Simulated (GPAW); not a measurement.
Runs of GPAW 26.7.0 on MoSe. The structure is cubic, space group Pm-3m (No. 221). Conventional cell: a = 3.500 Å, b = 3.500 Å, c = 3.500 Å, α = 90.00°, β = 90.00°, γ = 90.00°. Around Mo (site symmetry m-3m) lie 8 Se at 3.03 Å. Around Se (site symmetry m-3m) lie 8 Mo at 3.03 Å. The cell was built by a generator and needn't be a form met in nature.

```tsv
level	U	gap on the mesh (eV)	pressure (GPa)
LDA+U	Mo d U = 2 eV	none	-31.7
LDA+U	Mo d U = 1 eV	none	-31.9
LDA+U	Mo d U = 5 eV	1.01	-12.5
LDA+U	Mo d U = 6 eV	(b)	-10.3
LDA+U	Mo d U = 8 eV	0.92	(a)
LDA	-	none	-32.0
```

Alike in all rows: task single point; potentials or basis the program's PAW data sets (release 1.2.1) made for this functional, pw; no spin polarisation; cell as given; k mesh 8 × 8 × 8; cutoff (eV) 600; smearing fermi-dirac 0.05 eV.

Q: Fill in the values left out.

A: (a) -6.3; (b) 0.97.

Caveats: a pressure of tens of GPa on the cell as given is suspect, and the run, the potentials or the cell itself is likely at fault (some runs); U without spin polarisation on a metal has little footing (some runs).

A k mesh can miss the band edges, and the runs leave out spin-orbit coupling on Mo, Se.

A gap of «none» marks a metal or a gap under the smearing width.
